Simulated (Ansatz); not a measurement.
**PtAs (zincblende): other levels of theory at one geometry**

Task: rerun one cell of PtAs (zincblende) with changes to the functional and spin–orbit coupling, and weigh what each level gives against its time. The start comes from a prototype table, not from a measured structure.

Method: DFT at several levels, plane waves, PAW, in Ansatz 0.2.0.

3 further runs of the same task are left out: 2 that didn't finish, 1 set aside as unsound or not needed. Runs told in other sessions of the task aren't counted.

### Step 1. Starting point

The structure is cubic, space group F-43m (No. 216). Conventional cell: a = 5.626 Å, b = 5.626 Å, c = 5.626 Å, α = 90.00°, β = 90.00°, γ = 90.00°. Around Pt (site symmetry -43m) lie 4 As at 2.44 Å. Around As (site symmetry -43m) lie 4 Pt at 2.44 Å.

As a file:

```
CELL_PARAMETERS angstrom
0.00000 2.81295 2.81295
2.81295 0.00000 2.81295
2.81295 2.81295 0.00000
ATOMIC_POSITIONS crystal
Pt 0.00000 0.00000 0.00000
As 0.25000 0.25000 0.25000
```

An earlier run at PBE left this cell at 22.258 Å³/atom and -0.05 GPa (12×12×12 mesh), metallic.

Levels to run: PBE+SOC; r²SCAN; PBEsol; LDA. Hardware: 2 threads of Arm Neoverse V2, shared host.

### Step 2. PBE+SOC

File input.yaml:

```yaml
crystal:
  lattice:
    - [0.0, 2.8129469837, 2.8129469837]
    - [2.8129469837, 0.0, 2.8129469837]
    - [2.8129469837, 2.8129469837, 0.0]
  atoms:
    - { symbol: Pt, position: [0.0, 0.0, 0.0] }
    - { symbol: As, position: [0.25, 0.25, 0.25] }
basis:
  ecutwfc: 420
  ecutrho_ratio: 4
kpoints:
  mp_grid: { grid: [12, 12, 12] }
hamiltonian:
  xc: pbe
scf:
  occupations: { method: gaussian, width: 0.05 }
output:
  forces: true
  stress: true
  eigenvalues: true
  populations: true
  dos: { projected: true, de: 0.02 }
  write_density: true
  write_potential: true
  elf: true
  volumetric_format: npy
magnetization:
  noncollinear: true
  spin_orbit: true
```

Launch:

```
$ ansatz run input.yaml --threads 2 --pin off --max-ram 2662MiB --backend cpu --events-out ev --progress --plain --runs-dir out
```

The runs that follow: r²SCAN; PBEsol; LDA.

Before running it: what results should come out? Wanted: for each run, pressure.

As calculated:

| level | mesh | gap on the mesh (eV) | pressure (GPa) | time |
| --- | --- | --- | --- | --- |
| PBE | 12×12×12 | metal | 0.0 | 26 s* |
| LDA | 12×12×12 | metal | -7.1 | 3.7 s |
| PBEsol | 12×12×12 | metal | -4.6 | 3.8 s |
| PBE+SOC | 12×12×12 | metal | -0.3 | 24 s* |
| r²SCAN | 12×12×12 | metal | -3.5 | 8.2 s |

Times are on 2 threads of Arm Neoverse V2, shared host. * Includes bands or densities of states.

The pressure runs from -7.1 GPa (LDA) to 0.0 GPa (PBE); a negative pressure means that level wants a smaller cell, a positive one a larger cell. Every level gives a metal. Total energies of different levels have different zeros and can't be compared.
